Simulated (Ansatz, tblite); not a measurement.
# Ga3Sb3 wurtzite hole sphere (Ga₃Sb₃H₁₂): charged states by level of theory, part 1 of 2

What does removing or adding an electron cost or gain for Ga3Sb3 wurtzite hole sphere (Ga₃Sb₃H₁₂)? Each charged state is run at several levels.

Program: Ansatz 0.2.0, Gaussian basis. Level of theory: as each input shows. These are calculated values, not measurements.

Levels to be run: charge +1 doublet, at the geometry of the singlet (PBE0-D4/def2-TZVP, PBE-D4/def2-TZVP, LC-ωPBE/def2-TZVP); charge +1 doublet, relaxed (PBE0-D4/def2-TZVP, PBE-D4/def2-TZVP); charge -1 doublet, at the geometry of the singlet (PBE0-D4/def2-TZVP, PBE-D4/def2-TZVP, LC-ωPBE/def2-TZVP); the starting singlet's energies come from earlier runs.

3 further runs of the same task are left out: 3 set aside as unsound or not needed.

## (1) The relaxed structure

The singlet was relaxed beforehand with PBE-D4/def2-SVP.

18 atoms, charge 0, spin multiplicity 1.

Atoms are counted from 1 here; the program's logs count them from 0.

Bond lengths: Sb1–Ga2 2.710 Å, Sb1–Ga4 2.710 Å, Sb1–H7 1.718 Å, Sb1–H8 1.718 Å, Ga2–Sb3 2.709 Å, Ga2–H9 1.577 Å, Ga2–H10 1.578 Å, Sb3–Ga6 2.709 Å, Sb3–H11 1.718 Å, Sb3–H12 1.717 Å, Ga4–Sb5 2.710 Å, Ga4–H13 1.577 Å, Ga4–H14 1.578 Å, Sb5–Ga6 2.709 Å, Sb5–H15 1.718 Å, Sb5–H16 1.718 Å, Ga6–H17 1.578 Å, Ga6–H18 1.577 Å. Angles: Ga2–Sb1–Ga4 128.3°, Ga2–Sb1–H7 107.2°, Ga2–Sb1–H8 106.8°, Ga4–Sb1–H7 107.3°, Ga4–Sb1–H8 106.8°, H7–Sb1–H8 95.5°, Sb1–Ga2–Sb3 96.8°, Sb1–Ga2–H9 108.7°, Sb1–Ga2–H10 106.0°, Sb3–Ga2–H9 108.8°, Sb3–Ga2–H10 105.9°, H9–Ga2–H10 126.5°, Ga2–Sb3–Ga6 128.3°, Ga2–Sb3–H11 106.9°, Ga2–Sb3–H12 107.2°, Ga6–Sb3–H11 106.8°, Ga6–Sb3–H12 107.2°, H11–Sb3–H12 95.5° and more.

Sb takes a core potential in the def2 sets. No spin-orbit coupling is included.

## (2) Charge +1 doublet at the fixed geometry, PBE0-D4/def2-TZVP

Contents of in.yaml:

```yaml
crystal:
  periodic: [false, false, false]
  atoms:
    - {symbol: Sb, position_ang: [-0.005324, -2.340622, -0.223938]}
    - {symbol: Ga, position_ang: [-2.442164, -1.403375, 0.501683]}
    - {symbol: Sb, position_ang: [-2.027406, 1.172938, -0.226722]}
    - {symbol: Ga, position_ang: [2.435774, -1.414149, 0.500992]}
    - {symbol: Sb, position_ang: [2.026668, 1.163628, -0.227859]}
    - {symbol: Ga, position_ang: [0.003650, 2.815417, 0.493023]}
    - {symbol: H, position_ang: [-0.010692, -4.035870, 0.052188]}
    - {symbol: H, position_ang: [-0.006545, -2.452223, -1.938094]}
    - {symbol: H, position_ang: [-3.530536, -2.032451, -0.449887]}
    - {symbol: H, position_ang: [-2.457794, -1.410391, 2.079252]}
    - {symbol: H, position_ang: [-2.129934, 1.229611, -1.940451]}
    - {symbol: H, position_ang: [-3.492634, 2.023095, 0.055026]}
    - {symbol: H, position_ang: [3.521048, -2.044820, -0.452968]}
    - {symbol: H, position_ang: [2.454379, -1.420975, 2.078426]}
    - {symbol: H, position_ang: [2.125288, 1.216609, -1.942032]}
    - {symbol: H, position_ang: [3.495256, 2.010434, 0.048517]}
    - {symbol: H, position_ang: [0.003284, 2.838763, 2.070473]}
    - {symbol: H, position_ang: [0.008282, 4.068581, -0.463529]}
basis:
  gaussian: {orbitals: def2-TZVP}
total_charge: 1
magnetization: {spin_polarized: true, initial_magnetization: 1}
hamiltonian: {xc: pbe0, dispersion: d4}
scf: {omitted_lower_state_checks: [starts]}
output: {orbitals: {seedname: orbitals}}
```

The run is started by

```sh
> ansatz run in.yaml --threads 2 --pin off --events-out ev --progress --plain --max-ram 31744MiB --backend cuda --devices 0, --max-vram 18GiB
```

Standard output:

```text
Functional definition: PBE0
  name "PBE0"
  cite "Adamo & Barone, J. Chem. Phys. 110, 6158 (1999) doi:10.1063/1.478522"
  cite "Perdew, Burke & Ernzerhof, Phys. Rev. Lett. 77, 3865 (1996) doi:10.1103/PhysRevLett.77.3865"
  parent pbe
  parameter a = 0.25
  parameter kappa = 0.804
  parameter beta = 0.06672455060314922
  exchange = (1 - a)*pbe_x(kappa = kappa, mu = beta*pi^2/3) + a*exact_x
  correlation = pbe_c(beta = beta)
these checks for a lower state are left out or cut short: starts
2952 factors; integrals over basis functions are off by at most 1.3e-3 eV
mean field evaluation 1: about -176912.9574 eV, gradient 2.5e1 eV
mean field evaluation 2: about -176913.2206 eV, gradient 2.9e1 eV
mean field evaluation 4: about -176914.3971 eV, gradient 8.0e-1 eV
mean field evaluation 8: about -176914.4938 eV, gradient 2.4e-1 eV
mean field evaluation 16: about -176914.4942 eV, gradient 4.0e-3 eV
mean field evaluation 32: about -176914.4942 eV, gradient 1.6e-5 eV
mean field -176914.49421373 eV, -6501.4877454034 hartree, gradient 8.6e-6 eV, S^2 0.758920; 0 other end points of the search recorded, 0 dependent functions left out
reference -176914.49427347 eV, -6501.4877475989 hartree; 87, 86 occupied and 279, 280 virtual orbitals, 2952 factors
Total energy: -176915.17169903 eV, -6501.5126425289 hartree
Checks for a lower state left out: starts
```

It took 10 s on 1 × H100 (card shared with other runs) with 2 threads of AMD EPYC 7R13, shared host; peak host memory 1 GiB.

From the report: HOMO -11.00 eV, LUMO -10.06 eV (over both spins); ⟨S²⟩ 0.759 (pure: 0.75).

## (3) Charge +1 doublet at the fixed geometry, PBE-D4/def2-TZVP

start.molden holds the orbitals of an earlier run on this state, given as this run's starting guess.

in.yaml, as its differences from that of step 2:

```diff
@@ -22,6 +22,6 @@
 basis:
-  gaussian: {orbitals: def2-TZVP}
+  gaussian: {orbitals: def2-TZVP, initial_orbitals: start.molden}
 total_charge: 1
 magnetization: {spin_polarized: true, initial_magnetization: 1}
-hamiltonian: {xc: pbe0, dispersion: d4}
+hamiltonian: {xc: pbe, dispersion: d4}
 scf: {omitted_lower_state_checks: [starts]}
```

Launched as before.

Standard output:

```text
Functional definition: PBE
  name "PBE"
  cite "Perdew, Burke & Ernzerhof, Phys. Rev. Lett. 77, 3865 (1996) doi:10.1103/PhysRevLett.77.3865"
  parent pbe
  parameter kappa = 0.804
  parameter beta = 0.06672455060314922
  exchange = pbe_x(kappa = kappa, mu = beta*pi^2/3)
  correlation = pbe_c(beta = beta)
these checks for a lower state are left out or cut short: starts
2781 factors; their error is unknown
mean field evaluation 1: about -176909.9016 eV, gradient 1.1e1 eV
mean field evaluation 2: about -176910.1982 eV, gradient 3.4e-1 eV
mean field evaluation 4: about -176910.1444 eV, gradient 2.9e-3 eV
mean field evaluation 8: about -176910.1444 eV, gradient 4.6e-5 eV
mean field -176910.14442899 eV, -6501.3278937627 hartree, gradient 1.2e-5 eV, S^2 0.753159; 0 other end points of the search recorded, 0 dependent functions left out
reference -176910.14450795 eV, -6501.3278966644 hartree; 87, 86 occupied and 279, 280 virtual orbitals, 2781 factors
Total energy: -176910.90314256 eV, -6501.3557759722 hartree
Checks for a lower state left out: starts
```

Wall time 6 s (1 × H100 (card shared with other runs) with 2 threads of AMD EPYC 7R13, shared host); peak host memory 1 GiB.

From the report: HOMO -10.23 eV, LUMO -10.37 eV (over both spins; with the spin held, an empty level of the minority spin lies below the top filled one); ⟨S²⟩ 0.753 (pure: 0.75).

## (4) Charge +1 doublet at the fixed geometry, LC-ωPBE/def2-TZVP

in.yaml, as its differences from that of step 3:

```diff
@@ -25,3 +25,3 @@
 magnetization: {spin_polarized: true, initial_magnetization: 1}
-hamiltonian: {xc: pbe, dispersion: d4}
+hamiltonian: {xc: {name: LC-wPBE}}
 scf: {omitted_lower_state_checks: [starts]}
```

Same command.

Standard output:

```text
Functional definition: LC-wPBE
  name "LC-wPBE"
  cite "Vydrov & Scuseria, J. Chem. Phys. 125, 234109 (2006) doi:10.1063/1.2409292"
  cite "Heyd & Scuseria, J. Chem. Phys. 120, 7274 (2004) doi:10.1063/1.1668634"
  cite "Ernzerhof & Perdew, J. Chem. Phys. 109, 3313 (1998) doi:10.1063/1.476928"
  cite "Perdew, Burke & Ernzerhof, Phys. Rev. Lett. 77, 3865 (1996) doi:10.1103/PhysRevLett.77.3865"
  parent pbe
  parameter omega = 0.4/bohr
  exchange = pbe_x_sr(omega) + exact_x_lr(omega)
  correlation = pbe_c
these checks for a lower state are left out or cut short: starts
2781 factors; their error is unknown
942 factors; integrals over basis functions are off by at most 1.5e-5 eV
mean field evaluation 1: about -176916.5844 eV, gradient 9.6e0 eV
mean field evaluation 2: about -176916.9288 eV, gradient 3.7e-1 eV
mean field evaluation 4: about -176916.9449 eV, gradient 1.3e0 eV
mean field evaluation 8: about -176917.1157 eV, gradient 4.6e-2 eV
mean field -176917.11577704 eV, -6501.5840860781 hartree, gradient 3.0e-5 eV, S^2 0.764413; 0 other end points of the search recorded, 0 dependent functions left out
reference -176917.11577705 eV, -6501.5840860786 hartree; 87, 86 occupied and 279, 280 virtual orbitals, 2781 factors
Total energy: -176917.11577705 eV, -6501.5840860786 hartree
Checks for a lower state left out: starts
```

Run time: 12 s. Hardware: 1 × H100 (card shared with other runs) with 2 threads of AMD EPYC 7R13, shared host; peak host memory 1.1 GiB.

HOMO -13.18 eV, LUMO -8.35 eV (over both spins); ⟨S²⟩ 0.764 (pure: 0.75).

## (5) Vertical ionisation energy

Charged state less starting state, singlet to doublet; the starting state's energies are those of its earlier runs.

```tsv
level	vertical ionisation energy (eV)	time
PBE-D4/def2-TZVP	+8.47	8.1 s
PBE0-D4/def2-TZVP	+8.77	15 s
LC-ωPBE/def2-TZVP	+9.04	16 s
```

Times add the two runs; a level without a time comes out of a correlated run.

Beside −ε(HOMO) of the starting state:

```tsv
level	−ε(HOMO) (eV)	by difference (eV)	mismatch (eV)
PBE-D4/def2-TZVP	6.40	8.47	-2.07
PBE0-D4/def2-TZVP	7.37	8.77	-1.40
LC-ωPBE/def2-TZVP	9.67	9.04	+0.64
```

## (6) Relaxing the charge +1 doublet

in.yaml, as its differences from that of step 4:

```diff
@@ -22,7 +22,8 @@
 basis:
-  gaussian: {orbitals: def2-TZVP, initial_orbitals: start.molden}
+  gaussian: {orbitals: def2-SVP}
 total_charge: 1
 magnetization: {spin_polarized: true, initial_magnetization: 1}
-hamiltonian: {xc: {name: LC-wPBE}}
-scf: {omitted_lower_state_checks: [starts]}
+hamiltonian: {xc: pbe, dispersion: d4}
+scf: {lower_state_search: "off"}
 output: {orbitals: {seedname: orbitals}}
+relax: {f_tol: 0.03, max_steps: 70}
```

Same command.

Standard output:

```text
Functional definition: PBE
  name "PBE"
  cite "Perdew, Burke & Ernzerhof, Phys. Rev. Lett. 77, 3865 (1996) doi:10.1103/PhysRevLett.77.3865"
  parent pbe
  parameter kappa = 0.804
  parameter beta = 0.06672455060314922
  exchange = pbe_x(kappa = kappa, mu = beta*pi^2/3)
  correlation = pbe_c(beta = beta)
these checks for a lower state are left out or cut short: stability, starts, cluster_reference, orbital_swaps, neighbouring_geometries, increment
2709 factors; their error is unknown
mean field evaluation 1: about -176885.4219 eV, gradient 3.4e1 eV
mean field evaluation 2: about -176882.6548 eV, gradient 4.7e1 eV
mean field evaluation 4: about -176888.3321 eV, gradient 9.2e0 eV
mean field evaluation 8: about -176889.0390 eV, gradient 3.4e0 eV
mean field evaluation 16: about -176889.1494 eV, gradient 1.1e-1 eV
mean field -176889.15103437 eV, -6500.5564007401 hartree, gradient 1.8e-6 eV, S^2 0.751898; 0 other end points of the search recorded, 0 dependent functions left out
the calculation of the forces begins
reference -176889.15110283 eV, -6500.5564032559 hartree; 87, 86 occupied and 147, 148 virtual orbitals, 2709 factors
relax step   1: F+E_penalty+E_count = -176889.90966898 eV  Δ(F+E_penalty+E_count) = +0.000e0 eV  max|allowed force component| = 6.982e-1 eV/Å  Δτ_max = 0.0000 Å  (54 SCF iters, accepted)
these checks for a lower state are left out or cut short: stability, starts, cluster_reference, orbital_swaps, neighbouring_geometries, increment
2709 factors; their error is unknown
mean field -176889.39636442 eV, -6500.5654164533 hartree, gradient 1.2e-6 eV, S^2 0.752027; 0 other end points of the search recorded, 0 dependent functions left out
the calculation of the forces begins
reference -176889.39643274 eV, -6500.5654189638 hartree; 87, 86 occupied and 147, 148 virtual orbitals, 2709 factors
relax step   2: F+E_penalty+E_count = -176890.13323628 eV  Δ(F+E_penalty+E_count) = -2.236e-1 eV  max|allowed force component| = 4.899e-1 eV/Å  Δτ_max = 0.1944 Å  (26 SCF iters, accepted)
these checks for a lower state are left out or cut short: stability, starts, cluster_reference, orbital_swaps, neighbouring_geometries, increment
2709 factors; their error is unknown
mean field evaluation 32: about -176889.5341 eV, gradient 8.8e-2 eV
mean field -176889.45816201 eV, -6500.5676874729 hartree, gradient 3.9e-6 eV, S^2 0.751954; 0 other end points of the search recorded, 0 dependent functions left out
the calculation of the forces begins
reference -176889.45822967 eV, -6500.5676899593 hartree; 87, 86 occupied and 147, 148 virtual orbitals, 2709 factors
relax step   3: F+E_penalty+E_count = -176890.21327832 eV  Δ(F+E_penalty+E_count) = -8.004e-2 eV  max|allowed force component| = 1.422e-1 eV/Å  Δτ_max = 0.1373 Å  (22 SCF iters, accepted)
these checks for a lower state are left out or cut short: stability, starts, cluster_reference, orbital_swaps, neighbouring_geometries, increment
2709 factors; their error is unknown
mean field -176889.47293505 eV, -6500.5682303721 hartree, gradient 2.3e-6 eV, S^2 0.751941; 0 other end points of the search recorded, 0 dependent functions left out
the calculation of the forces begins
reference -176889.47300264 eV, -6500.5682328558 hartree; 87, 86 occupied and 147, 148 virtual orbitals, 2709 factors
relax step   4: F+E_penalty+E_count = -176890.22662589 eV  Δ(F+E_penalty+E_count) = -1.335e-2 eV  max|allowed force component| = 1.132e-1 eV/Å  Δτ_max = 0.0393 Å  (21 SCF iters, accepted)
these checks for a lower state are left out or cut short: stability, starts, cluster_reference, orbital_swaps, neighbouring_geometries, increment
2709 factors; their error is unknown
mean field -176889.51954921 eV, -6500.5699434106 hartree, gradient 2.3e-6 eV, S^2 0.752117; 0 other end points of the search recorded, 0 dependent functions left out
the calculation of the forces begins
reference -176889.51961688 eV, -6500.5699458976 hartree; 87, 86 occupied and 147, 148 virtual orbitals, 2709 factors
relax step   5: F+E_penalty+E_count = -176890.26499628 eV  Δ(F+E_penalty+E_count) = -3.837e-2 eV  max|allowed force component| = 2.394e-1 eV/Å  Δτ_max = 0.1855 Å  (25 SCF iters, accepted)
these checks for a lower state are left out or cut short: stability, starts, cluster_reference, orbital_swaps, neighbouring_geometries, increment
2709 factors; their error is unknown
mean field -176889.54029128 eV, -6500.5707056679 hartree, gradient 1.3e-6 eV, S^2 0.752362; 0 other end points of the search recorded, 0 dependent functions left out
the calculation of the forces begins
reference -176889.54035905 eV, -6500.5707081582 hartree; 87, 86 occupied and 147, 148 virtual orbitals, 2709 factors
relax step   6: F+E_penalty+E_count = -176890.27921101 eV  Δ(F+E_penalty+E_count) = -1.421e-2 eV  max|allowed force component| = 4.176e-1 eV/Å  Δτ_max = 0.1531 Å  (25 SCF iters, accepted)
these checks for a lower state are left out or cut short: stability, starts, cluster_reference, orbital_swaps, neighbouring_geometries, increment
2709 factors; their error is unknown
mean field evaluation 64: about -176889.5709 eV, gradient 4.1e-4 eV
mean field -176889.57094518 eV, -6500.5718321780 hartree, gradient 2.9e-6 eV, S^2 0.752479; 0 other end points of the search recorded, 0 dependent functions left out
the calculation of the forces begins
reference -176889.57101322 eV, -6500.5718346781 hartree; 87, 86 occupied and 147, 148 virtual orbitals, 2709 factors
relax step   7: F+E_penalty+E_count = -176890.31110024 eV  Δ(F+E_penalty+E_count) = -3.189e-2 eV  max|allowed force component| = 2.309e-1 eV/Å  Δτ_max = 0.0771 Å  (20 SCF iters, accepted)
these checks for a lower state are left out or cut short: stability, starts, cluster_reference, orbital_swaps, neighbouring_geometries, increment
2709 factors; their error is unknown
mean field -176889.58956781 eV, -6500.5725165467 hartree, gradient 3.0e-6 eV, S^2 0.752518; 0 other end points of the search recorded, 0 dependent functions left out
the calculation of the forces begins
reference -176889.58963580 eV, -6500.5725190455 hartree; 87, 86 occupied and 147, 148 virtual orbitals, 2709 factors
relax step   8: F+E_penalty+E_count = -176890.33002206 eV  Δ(F+E_penalty+E_count) = -1.892e-2 eV  max|allowed force component| = 1.321e-1 eV/Å  Δτ_max = 0.0692 Å  (21 SCF iters, accepted)
these checks for a lower state are left out or cut short: stability, starts, cluster_reference, orbital_swaps, neighbouring_geometries, increment
2709 factors; their error is unknown
mean field -176889.44136180 eV, -6500.5670700763 hartree, gradient 1.9e-6 eV, S^2 0.752449; 0 other end points of the search recorded, 0 dependent functions left out
the calculation of the forces begins
reference -176889.44142949 eV, -6500.5670725638 hartree; 87, 86 occupied and 147, 148 virtual orbitals, 2709 factors
relax step   9: F+E_penalty+E_count = -176890.19056789 eV  Δ(F+E_penalty+E_count) = +1.395e-1 eV  max|allowed force component| = 4.728e-1 eV/Å  Δτ_max = 0.1951 Å  (24 SCF iters, rejected (line search))
these checks for a lower state are left out or cut short: stability, starts, cluster_reference, orbital_swaps, neighbouring_geometries, increment
2709 factors; their error is unknown
mean field -176889.59551233 eV, -6500.5727350037 hartree, gradient 1.0e-6 eV, S^2 0.752469; 0 other end points of the search recorded, 0 dependent functions left out
the calculation of the forces begins
reference -176889.59558037 eV, -6500.5727375043 hartree; 87, 86 occupied and 147, 148 virtual orbitals, 2709 factors
relax step  10: F+E_penalty+E_count = -176890.33624527 eV  Δ(F+E_penalty+E_count) = -6.223e-3 eV  max|allowed force component| = 3.235e-2 eV/Å  Δτ_max = 0.0377 Å  (21 SCF iters, accepted)
these checks for a lower state are left out or cut short: stability, starts, cluster_reference, orbital_swaps, neighbouring_geometries, increment
2709 factors; their error is unknown
mean field evaluation 96: about -176889.5977 eV, gradient 1.8e-6 eV
mean field -176889.59768545 eV, -6500.5728148646 hartree, gradient 1.8e-6 eV, S^2 0.752455; 0 other end points of the search recorded, 0 dependent functions left out
the calculation of the forces begins
reference -176889.59775353 eV, -6500.5728173664 hartree; 87, 86 occupied and 147, 148 virtual orbitals, 2709 factors
relax step  11: F+E_penalty+E_count = -176890.33701719 eV  Δ(F+E_penalty+E_count) = -7.719e-4 eV  max|allowed force component| = 2.901e-2 eV/Å  Δτ_max = 0.0369 Å  (20 SCF iters, accepted)
Total energy: -176890.33708526 eV, -6500.5999873066 hartree
Atom 0 at    -0.111057    -2.417428    -0.243394 Å, force     0.012543    -0.008908    -0.029007 eV/Å
Atom 1 at    -2.560859    -1.471890     0.569706 Å, force    -0.008499    -0.004963    -0.017915 eV/Å
Atom 2 at    -2.145375     1.120408    -0.245491 Å, force    -0.001838     0.015473    -0.028626 eV/Å
Atom 3 at     2.280766    -1.495337     0.483721 Å, force    -0.004037    -0.001840     0.018926 eV/Å
Atom 4 at     2.201476     1.264706    -0.229973 Å, force    -0.012969    -0.007450     0.005505 eV/Å
Atom 5 at    -0.144260     2.724434     0.477357 Å, force    -0.003604    -0.002593     0.018843 eV/Å
Atom 6 at    -0.018939    -4.075055     0.161976 Å, force     0.001819    -0.011966     0.028002 eV/Å
Atom 7 at    -0.008357    -2.614252    -1.939518 Å, force    -0.010423     0.015192    -0.001414 eV/Å
Atom 8 at    -3.612956    -2.077201    -0.416775 Å, force    -0.006350    -0.003624    -0.000437 eV/Å
Atom 9 at    -2.450733    -1.407612     2.130640 Å, force     0.010148     0.005850    -0.001701 eV/Å
Atom 10 at    -2.267166     1.307322    -1.941443 Å, force     0.008109    -0.016681    -0.001645 eV/Å
Atom 11 at    -3.530770     2.034271     0.162111 Å, force    -0.009210     0.007466     0.028027 eV/Å
Atom 12 at     3.323953    -1.515356    -0.713553 Å, force     0.008298    -0.004396    -0.021687 eV/Å
Atom 13 at     2.483806    -1.394290     2.030392 Å, force     0.006055     0.002509     0.009697 eV/Å
Atom 14 at     2.519778     1.444862    -1.902808 Å, force    -0.004629    -0.002675    -0.009953 eV/Å
Atom 15 at     3.603066     2.071062     0.329809 Å, force     0.008972     0.005186     0.015359 eV/Å
Atom 16 at     0.044797     2.852989     2.023774 Å, force     0.005245     0.004097     0.009690 eV/Å
Atom 17 at     0.363430     3.632569    -0.722430 Å, force     0.000369     0.009323    -0.021667 eV/Å
Dipole moment:     0.334629     0.191996    -0.181001 e Å
Checks for a lower state left out: stability, starts, cluster_reference, orbital_swaps, neighbouring_geometries, increment
```

It took 29 s on 1 × H100 (card shared with other runs) with 2 threads of AMD EPYC 7R13, shared host; peak host memory 0.91 GiB.

The steps of the relaxation: (the energy doesn't fall at every step)

```tsv
step	energy from step 1 (eV)	largest force component (eV/Å)
1	0.0000	0.6982
2	-0.2236	0.4899
3	-0.3036	0.1422
4	-0.3170	0.1132
5	-0.3553	0.2394
6	-0.3695	0.4176
7	-0.4014	0.2309
8	-0.4204	0.1321
9	-0.2809	0.4728
10	-0.4266	0.0324
11	-0.4273	0.0290
```

Close pairs (by a distance rule), those that changed most:

```tsv
bond	before (Å)	after (Å)	change (Å)
Sb5–Ga6	2.709	2.852	+0.143
Ga4–Sb5	2.710	2.852	+0.142
Sb1–Ga4	2.710	2.665	-0.045
Sb3–Ga6	2.709	2.665	-0.045
Ga2–Sb3	2.709	2.749	+0.040
Sb1–Ga2	2.710	2.749	+0.039
Ga6–H17	1.578	1.563	-0.014
Ga4–H14	1.578	1.563	-0.014
```

(Continued in part 2 of 2.)
